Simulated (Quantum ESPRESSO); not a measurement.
InSb3 under changes of volume

One of the cells (27.758 Å³/atom); the others are scaled copies at fixed shape and fractional positions:

```
Sb In
1.0
     4.80637    0.00000    0.00000
     0.00000    4.80637    0.00000
     0.00000    0.00000    4.80637
Sb In
3 1
Direct
  0.50000 0.50000 0.00000
  0.00000 0.50000 0.50000
  0.50000 0.00000 0.50000
  0.00000 0.00000 0.00000
```

The cell comes from a database or a generator and needn't be the stable form of this composition.

```yaml
Program: Quantum ESPRESSO 7.5
Functional: LDA
Potentials_or_basis: GBRV 1.5 LDA
Cutoff: 762 eV
Density_cutoff: 6095 eV
k_mesh: 6 × 6 × 6
Occupations: fermi-dirac, width 0.05 eV
Spin: no spin polarisation
```

```tsv
volume (Å³/atom)	energy over the lowest point (meV/atom)	pressure (GPa)
26.093	0.00	-0.6
26.648	4.08	-1.8
27.203	12.07	-2.9
27.758	23.66	-3.8
28.313	?	?
28.868	55.50	-5.3
29.424	74.93	-6.0
```

Question: What does the run at 28.313 Å³/atom give?

Answer: Energy over the lowest point 38.26 meV/atom; pressure -4.7 GPa.

Worked out: A Birch-Murnaghan fit of order 3 (a polynomial in V^(-2/3)) to the other rows has its minimum at 25.89 Å³/atom, just outside them, with B0 = V·E''(V) = 66 GPa and B' = 5.7. It gives 38.27 meV/atom at 28.313 Å³/atom, against the run's 38.26, and -dE/dV = -4.6 GPa, against -4.7.

Energies are extrapolated to zero smearing.
